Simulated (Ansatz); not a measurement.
# Ga: the cost of one run

Method: DFT r²SCAN, scalar-relativistic, plane waves, PAW (the target; the first runs use scalar-relativistic PBE), in Ansatz 0.2.0.

### 1 Starting point

Symmetry: Cmce, No. 64, orthorhombic system. The conventional cell has a = 4.523 Å, b = 7.661 Å, c = 4.524 Å, α = 90.00°, β = 90.00°, γ = 90.00°. Around Ga (site symmetry m) lie 7 Ga at 2.48 to 2.79 Å.

Structure file:

```
CELL_PARAMETERS angstrom
2.26150 -3.83050 0.00000
2.26150 3.83050 0.00000
0.00000 0.00000 4.52400
ATOMIC_POSITIONS crystal
Ga 0.34510 0.65490 0.58100
Ga 0.65490 0.34510 0.41900
Ga 0.84510 0.15490 0.91900
Ga 0.15490 0.84510 0.08100
```

### 2 Relaxing cell and atoms (PBE, 6×6×4 mesh)

Input file input.yaml:

```yaml
crystal:
  lattice:
    - [2.2615, -3.8305, 0.0]
    - [2.2615, 3.8305, 0.0]
    - [0.0, 0.0, 4.524]
  atoms:
    - { symbol: Ga, position: [0.3451, 0.6549, 0.581] }
    - { symbol: Ga, position: [0.6549, 0.3451, 0.419] }
    - { symbol: Ga, position: [0.8451, 0.1549, 0.919] }
    - { symbol: Ga, position: [0.1549, 0.8451, 0.081] }
basis:
  ecutwfc: 420
  ecutrho_ratio: 4
kpoints:
  mp_grid: { grid: [6, 6, 4] }
hamiltonian:
  xc: pbe
scf:
  occupations: { method: gaussian, width: 0.05 }
output:
  forces: true
  stress: true
  eigenvalues: true
relax:
  f_tol: 0.03
  max_steps: 60
  cell: { stress_tol: 0.3 }
```

What time and memory should one allow on 4 threads of an x86-64 CPU, shared host?

About 4.1 s, with a peak of 0.49 GiB.
